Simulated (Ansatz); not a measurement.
# Rh: the cost of one run

Computed with Ansatz 0.2.0 (DFT LDA, scalar-relativistic, unless a step's input says otherwise).

### Step 1. Starting point

Symmetry: Fm-3m, No. 225, cubic system. Conventional cell: a = 3.803 Å, b = 3.803 Å, c = 3.803 Å, α = 90.00°, β = 90.00°, γ = 90.00°. Around Rh (site symmetry m-3m) lie 12 Rh at 2.69 Å.

Structure file:

```
CELL_PARAMETERS angstrom
0.00000 1.90155 1.90155
1.90155 0.00000 1.90155
1.90155 1.90155 0.00000
ATOMIC_POSITIONS crystal
Rh 0.00000 0.00000 0.00000
```

The geometry is a database entry used as it stands. It may stem from high pressure or temperature, or be incomplete, so it serves as a test cell.

### Step 2. Volume × 0.94, LAPW

input.yaml reads:

```yaml
crystal:
  lattice:
    - [0.0, 1.862731965, 1.862731965]
    - [1.862731965, 0.0, 1.862731965]
    - [1.862731965, 1.862731965, 0.0]
  atoms:
    - { symbol: Rh, position: [0.0, 0.0, 0.0] }
kpoints:
  mp_grid: { grid: [16, 16, 16] }
  band_path:
    path:
      - [0.0, 0.0, 0.0]
      - [0.5, 0.0, 0.5]
      - [0.625, 0.25, 0.625]
      - [0.375, 0.375, 0.75]
      - [0.0, 0.0, 0.0]
      - [0.5, 0.5, 0.5]
      - [0.5, 0.25, 0.75]
      - [0.5, 0.0, 0.5]
    npoints: 5
scf:
  occupations: { method: fermi_dirac, width: 0.03 }
hamiltonian:
  xc: lda
  pseudopotentials: { kind: all_electron, lapw: { basis_error: 0.00025 } }
output:
  forces: true
  stress: true
  eigenvalues: true
```

On the command line:

```console
ansatz run input.yaml --threads 1 --pin off --max-ram 3072MiB --backend cpu --events-out ev --progress --plain --runs-dir out
```

**Question.** How long does this run take on 1 thread of Intel Xeon Platinum 8488C (Sapphire Rapids), shared host, and how much memory does it need?

About 13 s, with a peak of 0.42 GiB.
